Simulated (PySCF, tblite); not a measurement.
# C6H6F3N+ (doublet): geometry, infrared bands and EPR parameters

What infrared bands and EPR parameters should C6H6F3N+ (doublet) (`F[C]([C+](F)F)[C@H]1C=NCC1`) show?

The runs use tblite 0.8.0 and PySCF 2.14.0, with density-fitted response routines of our own; the level of theory stands in each step. All values are computed, except where a source is named. Atoms count from 0, in the outputs and in this text.

### 1 Starting geometry

16 atoms, charge 1, multiplicity 2; geometry from: force field or distance geometry start.

Bonds of the start (Å): F0–C1 1.34, C1–C2 1.47, C2–F3 1.37, C2–F4 1.35, C1–C5 1.48, C5–C6 1.50, C6–N7 1.28, N7–C8 1.44, C8–C9 1.51, C9–C5 1.51, C5–H10 1.11, C6–H11 1.08, C8–H12 1.11, C8–H13 1.09, C9–H14 1.12, C9–H15 1.10.

### 2 Geometry optimisation with GFN2-xTB

What the job is given:

```
{"job": {"kind": "relax", "xc": "GFN2-xTB", "basis": "xTB"}, "charge": 1, "multiplicity": 2}
F      1.321700    -0.269400    -1.717800
C      1.402600    -0.275400    -0.382600
C      2.589500     0.324000     0.232900
F      2.773000     1.674000     0.357100
F      3.571100    -0.479500     0.707400
C      0.152800    -0.283400     0.401200
C     -0.294500     1.112000     0.733100
N     -1.569100     1.133600     0.787200
C     -2.140700    -0.155200     0.509500
C     -1.061600    -0.763400    -0.362200
H      0.266600    -0.886100     1.332100
H      0.402800     1.921500     0.902500
H     -2.136000    -0.741500     1.455000
H     -3.131400    -0.141300     0.051200
H     -1.029300    -0.297600    -1.380400
H     -1.125100    -1.863300    -0.370200
```

The run is started by

```console
$ OMP_NUM_THREADS=1 python probes_run.py task.json out
```

The driver reads the jobs from task.json and runs them one after another.

**Question.** This job is followed by: GFN2-xTB harmonic vibrations, gas phase; UKS B3LYP, pcH-1 on C F H N, non-relativistic, mean-field spin-orbit, GIAO. What will the session give for the following? strongest single infrared mode (GFN2-xTB); zero-point energy (GFN2-xTB); g(iso) (B3LYP); ⟨S²⟩; largest a(iso) (averaged by class).

**Answer**, as computed:

| quantity | value |
| --- | --- |
| strongest single infrared mode (GFN2-xTB) | 1596 cm⁻¹, 944 km/mol |
| zero-point energy (GFN2-xTB) | 69.1 kcal/mol |
| g(iso) (B3LYP) | 2.00397 |
| ⟨S²⟩ | 0.757 (exact 0.75) |
| largest a(iso) (averaged by class) | 14N on N7, 62.7 MHz |

Relaxing lowered the energy by 2.646 eV in 84 steps; the close pair that moved most is C1–C2, from 1.465 to 1.365 Å. No mode is imaginary among the 42: a minimum at this level. The strongest single mode, at 1596 cm⁻¹, moves mainly C2 and C1. Unscaled tight-binding wavenumbers are off by several per cent, some by more. Its intensities can rank the bands wrongly. N7 carries the largest spin population, 0.39 e. The isotropic g lies 1.7 ppt above the free-electron value. These values are for one conformer; the search (at its own cheap level) found 2 more, at 0.06, 0.57 kcal/mol, and measured spectra average over such forms.
